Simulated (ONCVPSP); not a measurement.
# Ca: generating and testing an ONCV potential

Task: generate the file, and judge it by its errors in other configurations, its logarithmic derivatives, its ghosts and its cutoff.

Method: ONCVPSP 4.0.1, PBE, scalar-relativistic.

## (1) Starting point

Typed settings, in words:

```
element                 : calcium (Ca, Z = 20)
type                    : optimised norm-conserving Vanderbilt (ONCV)
frozen core             : [Ne]
valence charge          : 10
reference configuration : 3s2 3p6 3d1 4s1
partial waves           : 3s+4s: rc 2.35 bohr, ncon 4, nbas 7, qcut 4.2 1/bohr, 2 projectors; 3p: rc 1.15 bohr, ncon 3, nbas 7, qcut 6.3 1/bohr, 2 projectors, debl 3.4 Ha; 3d: rc 1.85 bohr, ncon 4, nbas 8, qcut 9.1 1/bohr, 2 projectors, debl 2.8 Ha
local potential         : polynomial inside 1.10 bohr (lpopt 5, dvloc0 2 Ha)
core correction         : not asked for
```

The nodes and maxima of the atom's own shells, from an earlier all-electron run, set the scale for the radii.

All-electron outer shells of the reference configuration (PBE, scalar-relativistic, ld1.x):

| shell | level (eV) | outermost node (bohr) | outermost maximum (bohr) |
| --- | --- | --- | --- |
| 2p | -332.21 | – | 0.25 |
| 3s | -44.81 | 0.45 | 0.99 |
| 3p | -25.88 | 0.42 | 1.06 |
| 4s | -3.32 | 1.44 | 3.55 |
| 4p | -1.23 | 1.66 | 4.79 |
| 3d | -0.76 | – | 1.37 |

## (2) The generation run

Ca.dat reads:

```
# ATOM AND REFERENCE CONFIGURATION
# atsym  z   nc   nv     iexc    psfile
  Ca 20.00    3    4        4      upf
#
#   n    l    f
    1    0    2.00
    2    0    2.00
    2    1    6.00
    3    0    2.00
    3    1    6.00
    3    2    1.00
    4    0    1.00
#
# PSEUDOPOTENTIAL AND OPTIMIZATION
# lmax
    2
#
#   l,   rc,      ep,       ncon, nbas, qcut
    0    2.35    0.00    4    7    4.20
    1    1.15    0.00    3    7    6.30
    2    1.85    0.00    4    8    9.10
#
# LOCAL POTENTIAL
# lloc, lpopt,  rc(5),   dvloc0
    4    5    1.10    2.00
#
# VANDERBILT-KLEINMAN-BYLANDER PROJECTORs
# l, nproj, debl
    0    2    3.50
    1    2    3.40
    2    2    2.80
#
# MODEL CORE CHARGE
# icmod, fcfact, rcfact
    0    0.00    0.00
#
# LOG DERIVATIVE ANALYSIS
# epsh1, epsh2, depsh
   -3.00    5.00    0.02
#
# OUTPUT GRID
# rlmax, drl
    6.00    0.01
#
# TEST CONFIGURATIONS
# ncnf
    4
# nvcnf
#   n    l    f
    4
    3    0    2.00
    3    1    6.00
    3    2    0.00
    4    0    2.00
#
    4
    3    0    2.00
    3    1    6.00
    3    2    0.00
    4    0    1.00
#
    4
    3    0    2.00
    3    1    6.00
    3    2    0.00
    4    0    0.00
#
    4
    3    0    2.00
    3    1    6.00
    3    2    0.00
    4    0    1.50
#
```

Command:

```
$ oncvpsp.x < Ca.dat > Ca.out
```

**Question.** What will these runs give? Wanted: cutoffs for 1 and 0.1 mHa per electron, occupied waves; bound ghosts; GHOST(+) flags; largest test error; largest phase difference near zero energy, channels read.

As calculated:

| quantity | value |
| --- | --- |
| cutoffs for 1 and 0.1 mHa per electron, occupied waves | 25 Ha and 95 Ha |
| bound ghosts | none found |
| GHOST(+) flags | none at low energy |
| largest test error (AE − PS) | +8.0 meV, for 3s2 3p6 3d0 4s1.5 (2 tests unsolved) |
| largest phase difference near zero energy, channels read | 0.001 rad |

**Reading.** By total energies transferability is good where solved: the largest error is 8.0 meV on 0.2 eV, for 3s2 3p6 3d0 4s1.5. Of the tests 2 gave no usable energy difference, which is a warning in itself. The potential is of middling hardness: the looser tolerance needs 25 Ha. The tighter tolerance needs 95 Ha, and converged work needs a cutoff nearer that. At the looser tolerance the 3d wave is the slowest; 3p needs 14 Ha. No bound ghost shows below the valence levels. Near zero energy the phases of the channels with partial waves agree within 0.001 rad. These are tests on the free atom; a crystal test is still owed.
